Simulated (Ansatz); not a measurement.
# Si3Ge: the cost of one run

Program: Ansatz 0.2.0. Level of theory: DFT PBE, scalar-relativistic, plane waves, PAW. These are calculated values, not measurements.

## Step 1: The structure to begin with

The structure is tetragonal, space group P-4m2 (No. 115). Conventional cell: a = 3.580 Å, b = 3.580 Å, c = 5.062 Å, α = 90.00°, β = 90.00°, γ = 90.00°. Si (site symmetry 2mm) has 2 Si at 2.19 Å and 2 Ge at 2.19 Å as nearest neighbours. Si (site symmetry -4m2) has 4 Si at 2.19 Å as nearest neighbours. Around Ge (site symmetry -4m2) lie 4 Si at 2.19 Å.

Structure file:

```xyz
4
Lattice="3.5797 0.0000 0.0000 0.0000 3.5797 0.0000 0.0000 0.0000 5.0625" Properties=species:S:1:pos:R:3 pbc="T T T"
Si    0.0000    1.7899    3.7969
Si    1.7899    0.0000    1.2656
Si    1.7899    1.7899    2.5312
Ge    0.0000    0.0000    0.0000
```

The start is an ordering of an alloy on its end members' structure types: elements ordered on the sites of the Sn type, Si/Ge on Sn (P-4m2, No. 115).

## Step 2: A first look at the guess

File input.yaml:

```yaml
crystal:
  lattice:
    - [3.57971514, 0.0, 0.0]
    - [0.0, 3.57971514, 0.0]
    - [0.0, 0.0, 5.06248171]
  atoms:
    - { symbol: Si, position: [0.0, 0.5, 0.75] }
    - { symbol: Si, position: [0.5, 0.0, 0.25] }
    - { symbol: Si, position: [0.5, 0.5, 0.5] }
    - { symbol: Ge, position: [0.0, 0.0, 0.0] }
basis:
  ecutwfc: 420
kpoints:
  mp_grid: { grid: [6, 6, 4] }
hamiltonian:
  xc: pbe
scf:
  occupations: { method: gaussian, width: 0.1 }
  lower_state_search: "off"
output:
  forces: true
  stress: true
  eigenvalues: true
```

Run with:

```
ansatz run input.yaml --threads 1 --pin off --max-ram 2560MiB --backend cpu --events-out ev --progress --plain --runs-dir out
```

Q: Estimate wall time and peak memory on 1 thread of Intel Xeon at 2.70GHz, shared host.

About 4.1 s, with a peak of 0.36 GiB.
